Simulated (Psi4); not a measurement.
# doublet C2H5AlO+: levels of theory compared

We compute a comparison of 3 runs (UBLYP/6-31G*, UPBE/6-31G*, UCCSD(T)/6-31G*) of doublet C2H5AlO+. 

The results are computed with Psi4 1.11.

## (1) Starting point

C2H5AlO+ has 9 atoms, charge +1, and is taken as a doublet. SMILES of the parent species: `[CH3][Al]1[CH2][O]1`. The shape is that of a PBE0-D4/def2-TZVP optimisation. That shape belongs to the parent species and isn't relaxed for this state.

Bond lengths: C1–Al2 1.934 Å, Al2–C3 1.883 Å, Al2–O4 1.707 Å, C3–O4 1.488 Å, C1–H5 1.093 Å, C1–H6 1.091 Å, C1–H7 1.094 Å, C3–H8 1.091 Å, C3–H9 1.091 Å. Some angles: C1–Al2–C3 171.7°, C1–Al2–O4 139.6°, C3–Al2–O4 48.7°, Al2–C3–O4 59.5°, Al2–O4–C3 71.8°, Al2–C1–H5 110.3°, Al2–C1–H6 112.2°, Al2–C1–H7 110.1°, Al2–C3–H8 123.8°, Al2–C3–H9 123.8°.

## (2) The energy at UBLYP/6-31G(d) (spherical functions) (run 1)

Contents of job.dat:

```
memory 2.2 GB

molecule {
  1 2
  C     -1.26781726     2.49481643    -2.04373880
  Al     0.09694295    -0.14494199     0.08352589
  C      1.28255712    -2.41922738     2.54980746
  O      1.49156083    -3.04151420    -0.18500419
  H      0.07502213     2.97631865    -3.53775628
  H     -1.70113146     4.20653035    -0.97793327
  H     -3.00693221     1.84588448    -2.95194118
  H      0.07275446    -3.74260259     3.56723601
  H      3.12409523    -2.26275806     3.46349004
  units au
  symmetry c1
}

set {
  basis 6-31G*
  reference uks
  puream true
  e_convergence 1e-09
  d_convergence 1e-08
  scf_type pk
  dft_radial_points 99
  dft_spherical_points 590
  maxiter 100
}

result, w = energy('blyp', return_wfn=True)
```

Run with:

```
$ psi4 -i job.dat -o job.out -n 1
```

job.out:

```text
[...]
  Running in c1 symmetry.
[...]
  Nuclear repulsion =  145.500629799739670
[...]
  Multiplicity = 2
[...]
  Nalpha       = 19
  Nbeta        = 18
[...]
    Number of basis functions: 70
[...]
   @UKS iter   1:  -396.01029387823212    1.11317e-01   1.34775e-02 ADIIS/DIIS
[...]
   @UKS iter  13:  -396.47214400369739   -7.27596e-12   9.46010e-09 DIIS
[...]
   @S^2 Observed:                7.521169682E-01
[...]
    Orbital Energies [Eh]
    ---------------------
    Alpha Occupied:
       1A    -55.712985     2A    -19.056916     3A    -10.215241
       4A    -10.106939     5A     -4.200356     6A     -2.813284
       7A     -2.811539     8A     -2.806255     9A     -1.150713
      10A     -0.821016    11A     -0.813303    12A     -0.647269
      13A     -0.631492    14A     -0.598345    15A     -0.547708
      16A     -0.547169    17A     -0.498821    18A     -0.477221
      19A     -0.472035
    Alpha Virtual:
      20A     -0.267888    21A     -0.254375    22A     -0.203713
      23A     -0.135368    24A     -0.117690    25A     -0.086086
[...]
  @UKS Final Energy:  -396.47214400369739
   => Energetics <=
    Nuclear Repulsion Energy =            145.5006297997396700
    One-Electron Energy =                -826.2637792396056966
    Two-Electron Energy =                 323.9369204536949951
    DFT Exchange-Correlation Energy =     -39.6459150175263275
    Empirical Dispersion Energy =           0.0000000000000000
    VV10 Nonlocal Energy =                  0.0000000000000000
    Total Energy =                       -396.4721440036973945
[...]
 Multipole Moments:
 ------------------------------------------------------------------------------------
     Multipole            Electronic (a.u.)      Nuclear  (a.u.)        Total (a.u.)
 ------------------------------------------------------------------------------------
 L = 1.  Multiply by 2.5417464519 to convert [e a0] to [Debye]
 Dipole X            :          1.1608452           -1.4534531           -0.2926079
 Dipole Y            :         -2.2547987            2.9078582            0.6530595
 Dipole Z            :          1.1729054           -0.3945048            0.7784006
 Magnitude           :                                                    1.0573616
[...]
```

Wall time 38 s (1 thread of AMD EPYC 7R43 (Zen 3), shared host); peak memory 1.1 GiB.

## (3) Energy and gradient at UPBE/6-31G(d) (spherical functions) (run 2)

Contents of c2h5alo.inp:

```
memory 2200 MB

molecule {
  1 2
  C     -1.26781726     2.49481643    -2.04373880
  Al     0.09694295    -0.14494199     0.08352589
  C      1.28255712    -2.41922738     2.54980746
  O      1.49156083    -3.04151420    -0.18500419
  H      0.07502213     2.97631865    -3.53775628
  H     -1.70113146     4.20653035    -0.97793327
  H     -3.00693221     1.84588448    -2.95194118
  H      0.07275446    -3.74260259     3.56723601
  H      3.12409523    -2.26275806     3.46349004
  units au
  symmetry c1
}

set globals {
  basis                6-31G*
  reference            uks
  puream               true
  e_convergence        1e-09
  d_convergence        1e-08
  scf_type             pk
  dft_radial_points    99
  dft_spherical_points 590
  maxiter              100
}

e, wfn = gradient("pbe", return_wfn=True)
oeprop(wfn, "LOWDIN_CHARGES", "MULLIKEN_CHARGES", "MAYER_INDICES", title="PBE")
```

Run with:

```
$ psi4 -n 1 c2h5alo.inp c2h5alo.out
```

c2h5alo.out, shortened:

```text
[...]
  Running in c1 symmetry.
[...]
  Nuclear repulsion =  145.500629799739670
[...]
  Multiplicity = 2
[...]
  Nalpha       = 19
  Nbeta        = 18
[...]
    Number of basis functions: 70
[...]
   @UKS iter   1:  -395.78693966277569    7.81652e-02   1.26755e-02 ADIIS/DIIS
[...]
   @UKS iter  13:  -396.19615262454033   -7.44649e-12   8.27403e-09 DIIS
[...]
   @S^2 Observed:                7.521323013E-01
[...]
  @UKS Final Energy:  -396.19615262454033
   => Energetics <=
    Nuclear Repulsion Energy =            145.5006297997396700
    One-Electron Energy =                -826.2541373726838856
    Two-Electron Energy =                 323.9105439142469436
    DFT Exchange-Correlation Energy =     -39.3531889658430103
    Empirical Dispersion Energy =           0.0000000000000000
    VV10 Nonlocal Energy =                  0.0000000000000000
    Total Energy =                       -396.1961526245403320
[...]
 Multipole Moments:
[...]
  -Total Gradient:
     Atom            X                  Y                   Z
    ------   -----------------  -----------------  -----------------
       1        0.001034373477    -0.001270238063    -0.007115610496
       2        0.030273955540    -0.059091601577     0.053209698902
       3       -0.036351850236     0.075490288706     0.008146033503
       4       -0.002904197182     0.002652247349    -0.047704736290
       5       -0.008158188095     0.000541293776     0.003513426125
       6        0.001450338302    -0.006101413392    -0.003914976735
       7        0.006472409801     0.005071975962     0.001120075656
       8        0.015869183708    -0.002958427266    -0.004023094648
       9       -0.007664329901    -0.014382092691    -0.003215294204
[...]
  Mulliken Charges: (a.u.)
   Center  Symbol    Alpha    Beta     Spin     Total
       1     C     3.37988  3.36111  0.01877 -0.74099
       2    AL     6.16887  6.00754  0.16133  0.82358
       3     C     3.30443  2.83951  0.46492 -0.14395
       4     O     4.34049  3.98554  0.35495 -0.32602
       5     H     0.36415  0.36098  0.00317  0.27487
       6     H     0.36500  0.36615 -0.00115  0.26885
       7     H     0.36447  0.36294  0.00153  0.27258
       8     H     0.35635  0.35811 -0.00176  0.28554
       9     H     0.35635  0.35811 -0.00176  0.28554
   Total alpha = 19.00000, Total beta = 18.00000, Total charge =  1.00000
[...]
```

Run time: 57 s. Hardware: 1 thread of AMD EPYC 7R43 (Zen 3), shared host; peak memory 1.1 GiB.

## (4) A single-point energy at UCCSD(T)/6-31G(d) (spherical functions) (run 3)

Contents of c2h5alo.inp:

```
memory 2.2 GB

molecule {
  1 2
  C     -0.670900     1.320200    -1.081500
  Al     0.051300    -0.076700     0.044200
  C      0.678700    -1.280200     1.349300
  O      0.789300    -1.609500    -0.097900
  H      0.039700     1.575000    -1.872100
  H     -0.900200     2.226000    -0.517500
  H     -1.591200     0.976800    -1.562100
  H      0.038500    -1.980500     1.887700
  H      1.653200    -1.197400     1.832800
  symmetry c1
  no_reorient
  no_com
}

set basis 6-31G*
set reference uhf
set puream true
set e_convergence 1e-09
set d_convergence 1e-08
set scf_type pk
set num_frozen_docc 8
set maxiter 100

e = energy("ccsd(t)")
```

Run with:

```
$ psi4 -n 1 c2h5alo.inp c2h5alo.out
```

c2h5alo.out:

```text
[...]
  Running in c1 symmetry.
[...]
  Nuclear repulsion =  145.500629802387095
[...]
  Multiplicity = 2
[...]
  Nalpha       = 19
  Nbeta        = 18
[...]
    Number of basis functions: 70
[...]
   @UHF iter   1:  -394.96344620416875   -7.21947e-01   6.79180e-03 DIIS/ADIIS
[...]
   @UHF iter  20:  -395.09876244928159   -3.29692e-12   9.52630e-09 DIIS
[...]
   @S^2 Observed:                7.735712460E-01
[...]
    Orbital Energies [Eh]
    ---------------------
    Alpha Occupied:
       1A    -58.731863     2A    -20.838781     3A    -11.535012
       4A    -11.403738     5A     -5.159090     6A     -3.473511
       7A     -3.471948     8A     -3.470840     9A     -1.603728
      10A     -1.154064    11A     -1.121761    12A     -0.919843
      13A     -0.875631    14A     -0.816246    15A     -0.741527
      16A     -0.739705    17A     -0.714815    18A     -0.697503
      19A     -0.648440
    Alpha Virtual:
      20A     -0.127281    21A     -0.121204    22A     -0.065693
      23A      0.013894    24A      0.046418    25A      0.057903
[...]
  @UHF Final Energy:  -395.09876244928159
   => Energetics <=
    Nuclear Repulsion Energy =            145.5006298023870954
    One-Electron Energy =                -826.0234537166891187
    Two-Electron Energy =                 285.4240614650204861
    Total Energy =                       -395.0987624492815939
  UHF NO Occupations:
  HONO-2 :   17  A 1.9993394
  HONO-1 :   18  A 1.9898281
[...]
 Multipole Moments:
 ------------------------------------------------------------------------------------
     Multipole            Electronic (a.u.)      Nuclear  (a.u.)        Total (a.u.)
 ------------------------------------------------------------------------------------
 L = 1.  Multiply by 2.5417464519 to convert [e a0] to [Debye]
 Dipole X            :        -11.7755731           11.8449923            0.0694192
 Dipole Y            :         22.7182700          -22.7394524           -0.0211824
 Dipole Z            :         -1.0475798            2.2053104            1.1577306
 Magnitude           :                                                    1.1600034
[...]
      * MP2 total energy                      = -395.564677085856260
[...]
      * CCSD total energy                     = -395.601797228165537
[...]
      * CCSD(T) total energy                     = -395.617000014926987
[...]
```

It took 86 s on 1 thread of AMD EPYC 7R43 (Zen 3), shared host; peak memory 0.35 GiB.

## (5) The series

```csv
run,level,task,properties,energy (Eh),HOMO energy (eV),LUMO energy (eV),⟨S²⟩,wall time
1,UBLYP/6-31G* (spherical functions),energy,–,-396.472144,-12.76,-11.57,0.752,38 s
2,UPBE/6-31G* (spherical functions),gradient,"(lowdin, mulliken, mayer)",-396.196153,-12.90,-11.69,0.752,57 s
3,UCCSD(T)/6-31G* (spherical functions),energy,–,-395.617000,-17.59,-6.22,0.774,86 s
```

## (6) Summary of results

| quantity | value |
| --- | --- |
| run 3: total energy | -395.61700 Eh |
| run 3: HOMO energy (Hartree–Fock orbitals) (highest over α and β) | -17.59 eV |
| run 3: LUMO energy (Hartree–Fock orbitals) (lowest over α and β) | -6.22 eV |
| run 3: correlation energy (8 core orbitals frozen) | -518.2 mEh |
| run 3: (T) correction | -15.20 mEh |
| run 3: ⟨S²⟩ of the reference determinant | 0.774 |
| run 3: T1 diagnostic | 0.031 |

Totals of different functionals can't be ranked against each other. All runs together took 3 min, the longest 86 s.
